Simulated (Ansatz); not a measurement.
Run this with Ansatz's Python interface and show what comes out.

`bde.py`:
```python
"""X-H bond energies of CH7ClGeSi without relaxation."""

import ansatz as az


def total_energy(molecule, charge=0, unpaired=0):
    calc = (
        molecule.calculation()
        .basis(gaussian="def2-SVP")  # the orbital basis, by name
        .functional("HF")
    )
    if charge:
        calc = calc.charge(charge)
    if unpaired:
        calc = calc.spin("collinear", total=unpaired)
    return calc.run().report["free_energy_ev"]

def without(molecule, index):
    rest = az.Crystal.molecule()
    for i, site in enumerate(molecule.cartesian_sites):
        if i != index:
            rest = rest.atom(site.symbol, site.position_ang)
    return rest

geometry_ang = [
    ("Si", [-0.3549, 1.468, 0.1221]),
    ("C", [-0.3144, -0.2301, 0.7802]),
    ("Ge", [0.612, -1.363, -0.489]),
    ("Cl", [-0.405, -1.5178, -2.3229]),
    ("H", [-1.1258, 1.5016, -1.1869]),
    ("H", [-1.1136, 2.3846, 1.0705]),
    ("H", [0.9839, 2.0333, -0.0929]),
    ("H", [0.2659, -0.201, 1.7444]),
    ("H", [-1.3324, -0.605, 0.9732]),
    ("H", [2.0419, -0.7537, -0.7436]),
    ("H", [0.8079, -2.7741, 0.1655]),
]
ch7clgesi = az.Crystal.molecule()
for symbol, xyz in geometry_ang:
    ch7clgesi = ch7clgesi.atom(symbol, xyz)

whole = total_energy(ch7clgesi, 0)
hydrogen = total_energy(az.Crystal.molecule().atom("H", (0, 0, 0)), 0, 1)
print(f"E(molecule) = {whole:.5f} eV, E(H) = {hydrogen:.5f} eV")
for index in [6, 8, 10]:
    radical = total_energy(without(ch7clgesi, index), 0, 1)
    print(f"H{index}: homolysis {23.060548 * (radical + hydrogen - whole):.1f} kcal/mol")
```

```console
$ python bde.py
E(molecule) = -77967.42504 eV, E(H) = -13.58606 eV
H6: homolysis 76.9 kcal/mol
H8: homolysis 90.5 kcal/mol
H10: homolysis 68.8 kcal/mol
```

Notes:
- Total energies depend on the basis set; only differences at equal settings carry meaning.
- The geometry is a force-field or estimated start, not a minimum of this method, and the basis set is short of its limit. All parts are taken at fixed geometry, without zero-point energy.
- Hartree-Fock leaves correlation out, so bond, atomisation and ionisation energies come out well too low.
- Wall time of the script: 12 s on 1 thread of Intel(R) Xeon(R) Platinum 8488C (Sapphire Rapids), with other jobs on the host, peak memory 0.38 GiB.
